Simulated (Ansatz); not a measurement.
# TaAl3: the cost of one run

Program: Ansatz 0.2.0. Level of theory: DFT LDA, scalar-relativistic, plane waves, PAW. These are calculated values, not measurements.

## 1. Starting point

Symmetry: I4/mmm, No. 139, tetragonal system. Conventional cell: a = 3.841 Å, b = 3.841 Å, c = 8.540 Å, α = 90.00°, β = 90.00°, γ = 90.00°. Ta (site symmetry 4/mmm) is surrounded by 12 Al at 2.72 to 2.87 Å. Al (site symmetry 4/mmm) is surrounded by 4 Ta at 2.72 Å and 8 Al at 2.87 Å. Al (site symmetry -4m2) has 8 Al at 2.72 to 2.87 Å and 4 Ta at 2.87 Å in its first shell of neighbours.

Structure file:

```xyz
4
Lattice="-1.9206 1.9206 4.2701 1.9206 -1.9206 4.2701 1.9206 1.9206 -4.2701" Properties=species:S:1:pos:R:3 pbc="T T T"
Ta    0.0000    0.0000    4.2701
Al    0.0000    0.0000    0.0000
Al    0.0000    1.9206    2.1351
Al    1.9206    0.0000    2.1351
```

The structure comes from the Crystallography Open Database.

(A quick probe on a coarse mesh, which set the mesh and smearing, is not shown.)

## 3. Full relaxation

input.yaml reads:

```yaml
crystal:
  lattice:
    - [-1.9206, 1.9206, 4.2701]
    - [1.9206, -1.9206, 4.2701]
    - [1.9206, 1.9206, -4.2701]
  atoms:
    - { symbol: Ta, position: [0.5, 0.5, 0.0] }
    - { symbol: Al, position: [0.0, 0.0, 0.0] }
    - { symbol: Al, position: [0.75, 0.25, 0.5] }
    - { symbol: Al, position: [0.25, 0.75, 0.5] }
basis:
  ecutwfc: 420
kpoints:
  mp_grid: { grid: [16, 16, 16] }
hamiltonian:
  xc: lda
scf:
  occupations: { method: gaussian, width: 0.1 }
output:
  forces: true
  stress: true
  eigenvalues: true
relax:
  adjacent_minimum: "off"
  f_tol: 0.005
  max_steps: 80
  cell: { stress_tol: 0.05 }
```

On the command line:

```
$ ansatz run input.yaml --threads 1 --pin off --max-ram 3072MiB --backend cpu --events-out ev --progress --plain --runs-dir out
```

What time and memory should one allow on 1 thread of Intel Xeon Platinum 8375C at 2.90GHz (Ice Lake), shared host?

About 84 s, with a peak of 0.65 GiB.
